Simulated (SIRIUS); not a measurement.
**Ho: band structure with PBE**

The system is Ho.

```
CELL_PARAMETERS angstrom
3.57730 0.00000 0.00000
-1.78865 3.09803 0.00000
0.00000 0.00000 5.61580
ATOMIC_POSITIONS crystal
Ho 0.66667 0.33333 0.75000
Ho 0.33333 0.66667 0.25000
```

```json
{
  "Program": "SIRIUS 7.12.0",
  "Task": "band structure",
  "Functional": "PBE",
  "Potentials or basis": "all-electron FP-LAPW (no relativity for the valence, core without relativity)",
  "Cutoff": "168 eV",
  "Basis": "apw+lo standard",
  "k mesh": "9 × 9 × 5",
  "Occupations": "fermi-dirac, width 0.05 eV",
  "Spin": "collinear spin, ferromagnetic start",
  "Starting moments": "[4.0, 4.0] μB",
  "Muffin tin radii": "Ho 2.65 bohr",
  "Basis cutoff (gk_cutoff)": "3.51 1/bohr",
  "Cutoff of density and potential (pw_cutoff)": "20 1/bohr",
  "lmax of the basis": "11",
  "lmax of density and potential": "8",
  "Valence relativity": "none",
  "Core states": "Ho 1s2s2p3s3p3d4s4p4d",
  "Local orbitals (radial functions)": "Ho 16",
  "Reference energy of the basis": "0.24 Ha",
  "Smallest sphere radius times basis cutoff": "9.3",
  "Core relativity": "none",
  "Start of the SCF": "LDA density"
}
```

```
Band gap along the path                           : none (metal or under the smearing width)
Net moment                                        : 5.78 μB per cell
Site moments                                      : Ho +2.89 μB
All electrons inside the program's atomic spheres : Ho 65.21 (radii Ho 2.65 bohr)
```

Levels at the corners of the path, in eV from the Fermi level:
Spin up:
```tsv
point	band 22	band 23	band 24	band 25	band 26	band 27
Γ	-2.12	-2.11	-1.13	2.35	2.70	2.70
M	-2.11	-0.74	-0.65	-0.33	1.20	2.35
K	-2.13	-0.31	0.37	0.40	0.40	2.11
Γ	-2.12	-2.11	-1.13	2.35	2.70	2.70
A	-2.11	-2.05	-2.05	1.93	1.93	2.61
L	-2.14	-1.04	-1.04	0.88	0.88	2.82
H	-2.14	0.34	0.34	0.47	0.47	1.64
A	-2.11	-2.05	-2.05	1.93	1.93	2.61
```
Spin down:
```
point  band 15  band 16  band 17  band 18  band 19  band 20  band 21  band 22
    Γ    -0.06    -0.04    -0.04    -0.02    -0.02    -0.02     0.05     0.05
    M    -0.06    -0.05    -0.03    -0.03     0.00     0.02     0.04     0.06
    K    -0.02    -0.02     0.01     0.05     0.05     0.06     0.06     0.06
    Γ    -0.06    -0.04    -0.04    -0.02    -0.02    -0.02     0.05     0.05
    A    -0.08    -0.08    -0.07    -0.07     0.07     0.07     0.07     0.07
    L    -0.05    -0.05    -0.03    -0.03    -0.01    -0.01     0.05     0.05
    H    -0.08    -0.08    -0.05    -0.05     0.01     0.01     0.04     0.04
    A    -0.08    -0.08    -0.07    -0.07     0.07     0.07     0.07     0.07
```

It took 7.4 min on 1 thread of Intel(R) Xeon(R) Platinum 8259CL CPU @ 2.50GHz (Skylake/Cascade Lake), on a shared host, peak memory 0.97 GiB.

Caveat: the magnetic or orbital state may not be the lowest; relativity is left out for the valence states, which matters for the heavier elements; relativity is left out for the core states; spin-orbit coupling is left out, which moves the levels of the heavy elements. The state reached can hang on the start; a lower one may exist.
